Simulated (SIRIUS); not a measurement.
**GaF under changes of volume**

One of the cells (16.183 Å³/atom); the others are scaled copies at fixed shape and fractional positions:

```xyz
2
Lattice="3.1869 0.0000 0.0000 0.0000 3.1869 0.0000 0.0000 0.0000 3.1869" Properties=species:S:1:pos:R:3 pbc="T T T"
Ga    0.0000    0.0000    0.0000
F     1.5934    1.5934    1.5934
```

The cell was built by a generator and needn't be a form met in nature.

- Program: SIRIUS 7.12.0
- Functional: PBE
- Potentials or basis: all-electron FP-LAPW
- Cutoff: 273 eV
- Basis: apw+lo standard
- k mesh: 8 × 8 × 8
- Occupations: fermi-dirac, width 0.05 eV
- Spin: no spin polarisation

```tsv
volume (Å³/atom)	energy over the lowest point (meV/atom)	gap on the mesh (eV)
14.914	?	?
15.231	2.87	none
15.549	0.08	0.18
16.183	0.00	0.48
16.501	2.42	0.62
16.818	6.39	0.75
```

Question: What does the run at 14.914 Å³/atom give?

Answer: Energy over the lowest point 7.80 meV/atom; gap on the mesh none.

Worked out: A Birch-Murnaghan fit of order 3 (a polynomial in V^(-2/3)) to the other rows has its minimum at 15.87 Å³/atom with B0 = V·E''(V) = 44 GPa (rough, since the energies scatter). It gives 7.63 meV/atom at 14.914 Å³/atom, against the run's 7.80.

Energies are extrapolated to zero smearing.

A mesh can miss the band edges. Spin-orbit coupling on Ga is left out.

A gap of «none» marks a metal or a gap under the smearing width.
